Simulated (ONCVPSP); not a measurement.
# Pseudopotential generation for fluorine: ONCV, PBE

Aim: build the potential from the settings below, then test how well it stands in for the atom: other configurations, scattering, ghost states and the plane-wave cutoff that it needs.

Method: ONCVPSP 4.0.1.1 (patched build), PBE, scalar-relativistic.

**1. Starting point**

The settings as typed:

```
element                 : fluorine (F, Z = 9)
type                    : optimised norm-conserving Vanderbilt (ONCV)
frozen core             : [He]
valence charge          : 7
reference configuration : 2s2 2p5
partial waves           : 2s: rc 0.55 bohr, ncon 5, nbas 8, qcut 10.9 1/bohr, 2 projectors, debl 1.3 Ha; 2p: rc 0.90 bohr, ncon 4, nbas 7, qcut 10.3 1/bohr, 2 projectors, debl 3.2 Ha; d scattering state at 0.11 Ha: rc 0.70 bohr, ncon 4, nbas 9, qcut 13 1/bohr, 2 projectors, debl 1 Ha
local potential         : polynomial inside 0.40 bohr (lpopt 5, dvloc0 6 Ha)
core correction         : polynomial model core, fcfact 0.55
```

**2. Generating the potential**

F.dat reads:

```
# ATOM AND REFERENCE CONFIGURATION
# atsym  z   nc   nv     iexc    psfile
  F 9.00    1    2        4      upf
#
#   n    l    f
    1    0    2.00
    2    0    2.00
    2    1    5.00
#
# PSEUDOPOTENTIAL AND OPTIMIZATION
# lmax
    2
#
#   l,   rc,      ep,       ncon, nbas, qcut
    0    0.55    0.00    5    8   10.90
    1    0.90    0.00    4    7   10.30
    2    0.70    0.11    4    9   13.00
#
# LOCAL POTENTIAL
# lloc, lpopt,  rc(5),   dvloc0
    4    5    0.40    6.00
#
# VANDERBILT-KLEINMAN-BYLANDER PROJECTORs
# l, nproj, debl
    0    2    1.30
    1    2    3.20
    2    2    1.00
#
# MODEL CORE CHARGE
# icmod, fcfact, rcfact
    1    0.55    0.00
#
# LOG DERIVATIVE ANALYSIS
# epsh1, epsh2, depsh
   -3.00    5.00    0.02
#
# OUTPUT GRID
# rlmax, drl
    6.00    0.01
#
# TEST CONFIGURATIONS
# ncnf
    4
# nvcnf
#   n    l    f
    2
    2    0    2.00
    2    1    4.00
#
    2
    2    0    2.00
    2    1    3.00
#
    2
    2    0    2.00
    2    1    2.00
#
    2
    2    0    1.00
    2    1    5.00
#
```

Started as:

```console
$ oncvpsp.x < F.dat > F.out
```

Before running it: what results should come out? Wanted: cutoffs for 1 and 0.1 mHa per electron, occupied waves; bound ghosts; GHOST(+) flags; largest test error; largest phase difference near zero energy, channels read; rms error of d²Exc/dn², without and with the model core.

The runs gave:

```
                                                quantity                                      value
  cutoffs for 1 and 0.1 mHa per electron, occupied waves                          492 Ha and 575 Ha
                                            bound ghosts                            s at -530.19 eV
                                          GHOST(+) flags  s at 2894 eV, s at 7386 eV, d at 12559 eV
                            largest test error (AE − PS)                      +181 meV, for 2s2 2p2
largest phase difference near zero energy, channels read                                  0.000 rad
 rms error of d²Exc/dn², without and with the model core                          1.70 and 1.35 mHa
```

**Reading.** It has a bound ghost (s), a state that the atom doesn't have, and that rules the file out. The worst unpolarised test, 2s2 2p2, is off by 181 meV on 118.4 eV; by total energies transferability rates as fair for so large an energy. That test lies far up in energy; among those under 40 eV, nearer to bonding, the largest error is 5.1 meV. It counts as very hard, with 492 Ha needed at the looser tolerance. At the looser tolerance the 2s wave is the slowest; 2p needs 80 Ha. Near zero energy the phases of the channels with partial waves agree within 0.001 rad. The program also flags highly localised states, GHOST(+) (s, d). These are tests on the free atom; a crystal test is still owed.
